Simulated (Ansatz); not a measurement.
Working through a single point from a YAML input of Hg, space group I4_1/amd

Computed with Ansatz 0.2.0, Python API.

Contents of `input.yaml`:
```yaml
crystal:
  lattice:
    - [-2.929754, 2.929754, 1.572553]
    - [2.929754, -2.929754, 1.572553]
    - [2.929754, 2.929754, -1.572553]
  atoms:
    - { symbol: Hg, position: [0.75, 0.25, 0.5] }
    - { symbol: Hg, position: [0.0, 0.0, 0.0] }
kpoints:
  mp_grid: { kspacing: 0.3 }
hamiltonian:
  xc: lda
scf:
  occupations: { method: gaussian, width: 0.05 }
output:
  forces: true
  stress: true
  eigenvalues: true
```

The cells in order, each with its output:

In [1]:
```python
from collections import Counter
import warnings

import ansatz
import numpy as np
import pandas as pd
```

In [2]:
```python
warnings.simplefilter("ignore", ansatz.DeckWarning)
```

In [3]:
```python
out = ansatz.Session.from_deck("input.yaml").plan(threads=1).execute()
data = out.report
```

In [4]:
```python
data["n_electrons"]
```
Out [4]:
```text
40.0
```

In [5]:
```python
data["converged"], data["free_energy_ev"]
```
Out [5]:
```text
(True, -27044.733137335472)
```

In [6]:
```python
out.lattice.cell_ang
```
Out [6]:
```text
array([[-2.929754,  2.929754,  1.572553],
       [ 2.929754, -2.929754,  1.572553],
       [ 2.929754,  2.929754, -1.572553]])
```

In [7]:
```python
print("%-22s %14.5f eV" % ("F = E - TS", data["free_energy_ev"]))
print("%-22s %14.5f eV" % ("E", data["internal_energy_ev"]))
print("%-22s %14.5f eV" % ("Harris-Foulkes", data["harris_foulkes_ev"]))
print("%-22s %14.5f eV" % ("Fermi level", data["fermi_energy_ev"]))
```
```text
F = E - TS               -27044.73314 eV
E                        -27044.73252 eV
Harris-Foulkes           -27044.73314 eV
Fermi level                  12.05998 eV
```

In [8]:
```python
# forces, one row an atom
table = pd.DataFrame(data["forces_ev_ang"], columns=["fx", "fy", "fz"])
table.insert(0, "atom", [site["symbol"] for site in data["lattice"]["sites"]])
table.round(4)
```
Out [8]:
```text
  atom   fx   fy   fz
0   Hg  0.0  0.0  0.0
1   Hg  0.0  0.0  0.0
```

In [9]:
```python
# pressure is a third of the trace
sigma = data["stress_gpa"]
voigt = [sigma[0][0], sigma[1][1], sigma[2][2], sigma[1][2], sigma[0][2], sigma[0][1]]
print("stress xx yy zz yz xz xy (GPa):", " ".join(f"{s:.3f}" for s in voigt))
print("P =", round(10 * float(np.mean(voigt[:3])), 2), "kbar")

told = Counter((n["data"]["severity"], n["data"]["kind"]) for n in out.notices if n["event"] == "notice")
for (severity, kind), count in sorted(told.items()):
    print(f"{severity:8s} {kind} x{count}")
```
```text
stress xx yy zz yz xz xy (GPa): -4.450 -4.450 -5.077 0.000 0.000 0.000
P = -46.59 kbar
audit    band_cg_iterations x1
audit    preconditioner_resolved x1
```

Caveats:
- Absolute energies stand on the zero of these potentials, so only differences at equal settings mean something. A total without «per atom» is that of the cell as typed.
- Only differences from the Fermi energy are physical; the zero of the scale is a convention.
- Spin-orbit coupling, which matters for elements this heavy, is left out.
- This isn't the structure that Hg takes at ambient conditions.
- Timing: 2 s on 1 thread of Intel(R) Xeon(R) 6975P-C (Granite Rapids), on a shared host, peak memory 0.45 GiB.

(Lines on the test bed's own set-up are left out of the output.)
